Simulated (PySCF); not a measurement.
# C₂H₈BFGe: electronic excitations and core binding energies

Aim: predict the electronic excitations and core binding energies of C₂H₈BFGe (`[BH2][Ge@@H]([CH3])[CH2]F`).

The runs use PySCF 2.14.0, with density-fitted response routines of our own; the level of theory stands in each step. All values are computed, except where a source is named. Atoms are numbered from 0 throughout.

## 1. The starting structure

13 atoms, charge 0, multiplicity 1; geometry from: GFN2-xTB.

Bonds of the start (Å): B0–Ge1 2.01, Ge1–C2 1.99, Ge1–C3 2.01, C3–F4 1.38, B0–H5 1.17, B0–H6 1.17, Ge1–H7 1.52, C2–H8 1.09, C2–H9 1.09, C2–H10 1.09, C3–H11 1.09, C3–H12 1.09.

## 2. Excited states and response: PBE0/def2-SVPD

The job: settings as JSON, then the geometry in Å.

```
{"job": {"kind": "uv", "xc": "PBE0", "basis": "def2-SVPD", "nstates": 8, "ntriplets": 3}, "charge": 0, "multiplicity": 1}
B     -1.158384     1.776813    -0.050639
Ge    -0.129097     0.162071     0.568775
C     -0.877029    -1.552040    -0.100993
C      1.758364     0.176029    -0.122986
F      1.701747     0.412530    -1.484768
H     -1.857169     2.373657     0.665993
H     -1.083523     2.117811    -1.162742
H      0.049832    -0.018846     2.066844
H     -0.854011    -1.556134    -1.187762
H     -1.906859    -1.685847     0.218634
H     -0.294411    -2.395526     0.258724
H      2.374930     0.968991     0.305587
H      2.271221    -0.779022     0.007605
```

With the program's defaults for keys left out, this is: TDDFT PBE0/def2-SVPD, vertical, gas phase, core orbitals frozen in the response.

Started as:

```sh
> OMP_NUM_THREADS=1 python probes_run.py task.json out
```

This one command runs all jobs of the session in turn.

**Question.** This job is followed by: delta-SCF UKS SCAN, pcX-2 on the ionised atom, pcseg-1 elsewhere, spin-free X2C. Predict these results of the whole session: lowest singlet (PBE0/def2-SVPD); brightest single state of those computed; lowest triplet; C1s binding energies, SCAN/pcX-2; F1s binding energies, SCAN/pcX-2.

As calculated:

```
                                quantity                        value
         lowest singlet (PBE0/def2-SVPD)  4.04 eV (307 nm), f = 0.013
brightest single state of those computed  state 3, 5.13 eV, f = 0.054
                          lowest triplet                      3.22 eV
        C1s binding energies, SCAN/pcX-2      C3 292.12, C2 290.10 eV
        F1s binding energies, SCAN/pcX-2                 F4 691.99 eV
```

**Reading.** The first singlet state (HOMO→LUMO 0.62, HOMO−1→LUMO 0.33) lies at 4.04 eV and is weak; of the 8 states computed, the strongest absorption comes from state 3 at 5.13 eV. The lowest triplet lies 0.82 eV below the lowest singlet (triplets in Tamm-Dancoff, singlets in full TDDFT). The C1s levels kept as sound span 2.01 eV, from C2 (methyl carbon bonded to Ge) up to C3 (sp3 CH2 bonded to F and Ge).
